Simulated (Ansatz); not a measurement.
# O2Si3: the cost of one run

Computed with Ansatz 0.2.0 (the levels named in each step, unless a step's input says otherwise).

## (1) The starting structure

Bond lengths: O1–Si2 1.680 Å, Si2–O3 1.678 Å, O3–Si4 1.604 Å, O1–Si5 1.604 Å, Si4–Si5 2.486 Å. Angles: O1–Si2–O3 91.9°, Si2–O1–Si5 135.3°, Si2–O3–Si4 135.4°, O3–Si4–Si5 88.7°, O1–Si5–Si4 88.7°.

As a file:

```xyz
5

O    -1.1736    0.5511   -0.1295
Si    0.0956    1.6524   -0.1336
O     1.2292    0.4295    0.0505
Si    1.1753   -1.1683    0.1797
Si   -1.3005   -1.0428   -0.0015
```

## (2) A rough first relaxation, PBE-D4/def2-SVP

This run stands in another session on the same molecule. It ended at:

```xyz
5

O    -1.2695    0.5709   -0.1368
Si    0.0960    1.6807   -0.1357
O     1.3276    0.4386    0.0551
Si    1.3899   -1.2082    0.1993
Si   -1.5181   -1.0602   -0.0164
```

## (3) Relaxation, r2SCAN-D4/def2-TZVPP

Contents of input.yaml:

```yaml
crystal:
  periodic: [false, false, false]
  atoms:
    - { symbol: O, position_ang: [-1.26953159, 0.57094032, -0.13675821] }
    - { symbol: Si, position_ang: [0.09599964, 1.68067716, -0.13574464] }
    - { symbol: O, position_ang: [1.32763666, 0.43860063, 0.05508095] }
    - { symbol: Si, position_ang: [1.38988663, -1.20822879, 0.19933495] }
    - { symbol: Si, position_ang: [-1.51807133, -1.06016932, -0.01639305] }
magnetization:
  spin_polarized: true
  initial_magnetization: 1
total_charge: 1
basis:
  gaussian: { orbitals: def2-TZVPP }
hamiltonian:
  xc: r2scan
  dispersion: d4
relax:
  f_tol: 0.002
  max_steps: 150
```

The run is started by

```sh
$ ansatz run input.yaml --threads 4 --pin off --max-ram 10240MiB --backend cpu --events-out ev --progress --plain --runs-dir out
```

What time and memory should one allow on 4 threads of Intel Xeon Platinum 8259CL at 2.50GHz (Skylake/Cascade Lake), shared host?

About 69 s, with a peak of 0.54 GiB.
